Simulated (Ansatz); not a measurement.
# Mo3W2: the cost of one run

Program: Ansatz 0.2.0. Level of theory: DFT PBE, scalar-relativistic, plane waves, PAW. These are calculated values, not measurements.

1 further run of the same task is left out (it didn't finish). Runs told in other sessions of the task aren't counted.

## Step 1: The structure to begin with

Symmetry: I4/mmm, No. 139, tetragonal system. The conventional cell has a = 3.170 Å, b = 3.170 Å, c = 15.853 Å, α = 90.00°, β = 90.00°, γ = 90.00°. Around Mo (site symmetry 4mm) lie 4 Mo at 2.74 Å and 4 W at 2.75 Å. Around Mo (site symmetry 4/mmm) lie 8 Mo at 2.74 Å. W (site symmetry 4mm) is surrounded by 4 Mo at 2.75 Å and 4 W at 2.75 Å.

Structure file:

```cif
data_structure
_symmetry_space_group_name_H-M 'P 1'
_symmetry_Int_Tables_number 1
_cell_length_a 8.2373
_cell_length_b 8.2373
_cell_length_c 8.2373
_cell_angle_alpha 157.812
_cell_angle_beta 157.812
_cell_angle_gamma 31.581
_cell_volume 79.65
loop_
_atom_site_label
_atom_site_type_symbol
_atom_site_fract_x
_atom_site_fract_y
_atom_site_fract_z
_atom_site_occupancy
Mo1 Mo 0.40054 0.40054 0.00000 1
Mo2 Mo 0.00000 0.00000 0.00000 1
Mo3 Mo 0.59946 0.59946 0.00000 1
W1 W 0.80042 0.80042 0.00000 1
W2 W 0.19958 0.19958 0.00000 1
```

The cell was relaxed beforehand at this level, from a generated guess; it is a trial structure. At a tolerance of 0.05 Å it has space group I4/mmm (No. 139); it has 15.93 Å³/atom, an uncorrected energy of +0.00 eV/atom over the elements.

## Step 2: Static run: bands, density of states and charges

input.yaml

```yaml
crystal:
  lattice:
    - [-1.5850229052, 1.5850229052, 7.9264056174]
    - [1.5850229052, -1.5850229052, 7.9264056174]
    - [1.5850229052, 1.5850229052, -7.9264056174]
  atoms:
    - { symbol: Mo, position: [0.4005359743, 0.4005359743, 0.0] }
    - { symbol: Mo, position: [0.0, 0.0, 0.0] }
    - { symbol: Mo, position: [0.5994640257, 0.5994640257, 0.0] }
    - { symbol: W, position: [0.8004184377, 0.8004184377, 0.0] }
    - { symbol: W, position: [0.1995815623, 0.1995815623, 0.0] }
basis:
  ecutwfc: 420
kpoints:
  mp_grid: { grid: [16, 16, 16] }
  band_path:
    path:
      - [[0.0, 0.0, 0.0], [0.0, 0.0, 0.5], [0.25, 0.25, 0.25], [0.0, 0.5, 0.0], [0.0, 0.0, 0.0], [0.5, 0.5, -0.5], [0.25999674, 0.74000326, -0.25999674]]
      - [[-0.25999674, 0.25999674, 0.25999674], [0.0, 0.0, 0.0]]
      - [[0.0, 0.0, 0.5], [-0.01999349, 0.01999349, 0.5]]
      - [[0.5, 0.5, -0.01999349], [0.5, 0.5, -0.5]]
    npoints: 14
hamiltonian:
  xc: pbe
scf:
  occupations: { method: gaussian, width: 0.1 }
  n_extra_bands: 12
output:
  forces: true
  stress: true
  eigenvalues: true
  populations: true
  dos: { projected: true, de: 0.02, nscf_kmesh: { grid: [20, 20, 20] } }
  bader: true
  write_density: true
  write_potential: true
  elf: true
  volumetric_format: npy
```

On the command line:

```bash
> ansatz run input.yaml --threads 4 --pin off --max-ram 8192MiB --backend cpu --events-out ev --progress --plain --runs-dir out
```

**Question.** How long does this run take on 4 threads of AMD EPYC (Zen 3), shared host, and how much memory does it need?

About 2.2 min, with a peak of 1.7 GiB.
